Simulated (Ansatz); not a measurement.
# Ba2C: the cell at several levels of theory

An exercise on one series of results from a longer session: the logs are not shown, and one member is left open.

Code: Ansatz 0.2.0. PAW datasets, plane waves, zero pressure. All values are calculated for a non-magnetic cell, which may be hypothetical.

### Starting point

This is the cell as the run starts from it, not yet at rest; its lengths are not the crystal's.

The symmetry is Fm-3m (No. 225, cubic); conventional cell a = 6.630 Å, 24.29 Å³ an atom. Around C lie 8 Ba at 2.87 Å; around Ba lie 4 C at 2.87 Å.

Coordinates:

```
CELL_PARAMETERS angstrom
0.00000 3.31517 3.31517
3.31517 0.00000 3.31517
3.31517 3.31517 0.00000
ATOMIC_POSITIONS crystal
C 0.00000 0.00000 0.00000
Ba 0.25000 0.25000 0.25000
Ba 0.75000 0.75000 0.75000
```

Set-up of the first run:

Input file input.yaml:

```yaml
crystal:
  lattice:
    - [0.0, 3.3151729585, 3.3151729585]
    - [3.3151729585, 0.0, 3.3151729585]
    - [3.3151729585, 3.3151729585, 0.0]
  atoms:
    - { symbol: C, position: [0.0, 0.0, 0.0] }
    - { symbol: Ba, position: [0.25, 0.25, 0.25] }
    - { symbol: Ba, position: [0.75, 0.75, 0.75] }
kpoints:
  mp_grid: { grid: [6, 6, 6] }
hamiltonian:
  xc: pbe
scf:
  occupations: { method: fermi_dirac, width: 0.02 }
relax:
  f_tol: 0.005
  cell: {}
```

Run with:

```sh
$ ansatz run input.yaml --threads 2 --pin off --max-ram 2211MiB --backend cpu --events-out ev --progress --plain --runs-dir out
```

Among the steps run: Relaxing with PBE; r2SCAN: cell and atoms; Relaxation with PBEsol; Relaxing with LDA; HSE06: cell and atoms.

One of the session's tables, all rows but one given; the rest of the session is left out.

| level | a (Å) | volume (Å³/atom) |
| --- | --- | --- |
| PBE | 7.033 | 28.994 |
| r2SCAN | 7.013 | 28.747 |
| PBEsol | 6.879 | 27.132 |
| LDA | 6.792 | 26.108 |
| HSE06 | ? | ? |

**Question.** Estimate the row for HSE06.

The run gave: a (Å): 7.027; volume (Å³/atom): 28.910. In the column «a (Å)» it lies between r2SCAN (7.013) and PBE (7.033).

The first relaxation changed the volume by +19.4 % from the start. The volume runs from LDA (least) to PBE (most), a spread of 11.1 %, or 3.6 % in length if all axes shared it alike. The meshes differ: PBE 6×6×6, r2SCAN 6×6×6, PBEsol 6×6×6, LDA 6×6×6, HSE06 4×4×4.

To keep in mind: Warnings in the runs' records: filled band counts differ across k points.
